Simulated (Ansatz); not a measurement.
The system is ZnSn2N2.

```
Sn Zn N
1.0
     3.35233    0.00000    0.00000
     0.00000    3.35233    0.00000
     0.00000    0.00000    8.06421
Sn Zn N
2 1 2
Direct
  0.50000 0.50000 0.30583
  0.50000 0.50000 0.69417
  0.00000 0.00000 0.00000
  0.00000 0.50000 0.85419
  0.50000 0.00000 0.14581
```

The cell comes from a database or a generator and needn't be the stable form of this composition.

* Program: Ansatz 0.2.0
* Task: single point
* Functional: PBE
* Potentials or basis: Ansatz PAW
* Cutoff: 420 eV (not typed: the program's choice for these potentials)
* k mesh: 8 × 8 × 4
* Occupations: fermi-dirac, width 0.05 eV
* Spin: no spin polarisation

On this cell: pressure -0.4 GPa; largest force 0.052 eV/Å; band gap on the k mesh none (metal or under the smearing width).

The same run follows on a disturbed copy (atoms moved at random, drawn with an rms of 0.05 Å):

```
Sn Zn N
1.0
     3.35233    0.00000    0.00000
     0.00000    3.35233    0.00000
     0.00000    0.00000    8.06421
Sn Zn N
2 1 2
Cartesian
  1.6211 1.6746 2.4379
  1.7175 1.6482 5.6546
  0.0098 -0.0498 0.0028
  0.0091 1.6595 6.8580
  1.6379 -0.0094 1.1664
```

Question: What does the disturbed cell give?

Answer: The energy (extrapolated to zero smearing) moves by +14.4 meV/atom; pressure 1.5 GPa; largest force 1.192 eV/Å; band gap on the k mesh none (metal or under the smearing width).

Forces in eV/Å, atoms in the order of the input:
```
Sn  -0.029 -0.106  0.423
Sn  -0.479 -0.040 -1.091
Zn  -0.284  0.199 -0.040
N    0.428 -0.114  1.013
N    0.363  0.061 -0.305
```

Stress tensor (GPa, compression positive):
```
 2.45  0.04  1.81
 0.04  0.33 -0.04
 1.81 -0.04  1.79
```
